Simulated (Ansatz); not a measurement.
# C2H6F2Si: one species, many methods

An exercise on one series of results from a longer session: the logs are not shown, and one member is left open.

Program: Ansatz 0.2.0, Gaussian basis. Level of theory: functionals in def2-TZVPP, the program's frozen cores in correlated methods. These are calculated values, not measurements.

Levels to be run: PBE-D4, r2SCAN-D4, PBE0-D4, B3LYP-D4, ωB97X-V, ωB97M-V, B2PLYP; CCSD(T)/def2-TZVPP; MP2/def2-QZVPP; extrapolation to the limit.

## The geometry

The geometry comes from an earlier relaxation with PBE0-D4 in a triple-zeta def2 set; it is a stationary point, not always the lowest conformer.

SMILES `C[SiH](F)CF`, 11 atoms, charge 0, spin multiplicity 1.

Atoms are counted from 1 here; the program's logs count them from 0.

Bond lengths: C1–Si2 1.850 Å, C1–H6 1.093 Å, C1–H7 1.092 Å, C1–H8 1.093 Å, Si2–F3 1.606 Å, Si2–C4 1.889 Å, Si2–H9 1.484 Å, C4–F5 1.396 Å, C4–H10 1.095 Å, C4–H11 1.096 Å. Angles: Si2–C1–H6 111.1°, Si2–C1–H7 111.2°, Si2–C1–H8 109.6°, H6–C1–H7 108.4°, H6–C1–H8 108.1°, H7–C1–H8 108.2°, C1–Si2–F3 110.1°, C1–Si2–C4 111.4°, C1–Si2–H9 111.8°, F3–Si2–C4 106.1°, F3–Si2–H9 107.6°, C4–Si2–H9 109.8°, Si2–C4–F5 108.5°, Si2–C4–H10 112.3°, Si2–C4–H11 111.8°, F5–C4–H10 108.2°, F5–C4–H11 108.2°, H10–C4–H11 107.7°.

The first run:

File in.yaml:

```yaml
crystal:
  periodic: [false, false, false]
  atoms:
    - {symbol: C, position_ang: [-0.918903, -0.638110, 1.111709]}
    - {symbol: Si, position_ang: [0.659040, -0.046360, 0.348113]}
    - {symbol: F, position_ang: [1.686099, -1.270745, 0.187007]}
    - {symbol: C, position_ang: [0.370610, 0.626680, -1.392915]}
    - {symbol: F, position_ang: [-0.550777, 1.672584, -1.315575]}
    - {symbol: H, position_ang: [-1.362881, -1.444976, 0.523781]}
    - {symbol: H, position_ang: [-0.754003, -1.002218, 2.128101]}
    - {symbol: H, position_ang: [-1.636926, 0.185264, 1.156772]}
    - {symbol: H, position_ang: [1.320569, 0.987064, 1.183258]}
    - {symbol: H, position_ang: [1.289131, 1.012304, -1.846684]}
    - {symbol: H, position_ang: [-0.036659, -0.138489, -2.062866]}
basis:
  gaussian: {orbitals: def2-TZVPP}
hamiltonian: {xc: pbe, dispersion: d4}
output: {forces: true, orbitals: {seedname: orbitals}}
```

Run with:

```bash
ansatz run in.yaml --threads 4 --pin off --events-out ev --progress --plain --max-ram 10444MiB
```

Among the steps run: PBE-D4 (GGA); r2SCAN-D4 (meta-GGA); PBE0-D4 (hybrid); B3LYP-D4 (hybrid); ωB97X-V (range-separated); ωB97M-V (range-separated); B2PLYP (double hybrid); CCSD(T) in def2-TZVPP; MP2 in def2-QZVPP.

One of the session's tables, all rows but one given; the rest of the session is left out.

| method | atomisation energy (kJ/mol) |
| --- | --- |
| PBE-D4 | 4206.5 |
| r2SCAN-D4 | 4159.3 |
| PBE0-D4 | 4140.2 |
| B3LYP-D4 | 4144.4 |
| ωB97X-V | 4165.0 |
| ωB97M-V | 4163.0 |
| B2PLYP | 4110.2 |
| HF/def2-TZVPP | ? |
| MP2/def2-TZVPP | 4123.2 |
| CCSD/def2-TZVPP | 4005.0 |
| CCSD(T)/def2-TZVPP | 4055.1 |
| MP2/CBS | 4227.4 |
| CCSD(T)/CBS | 4159.3 |

Q: Estimate the row for HF/def2-TZVPP from the others.

As computed: atomisation energy (kJ/mol): 3115.6. In the column «atomisation energy (kJ/mol)» it is the lowest.
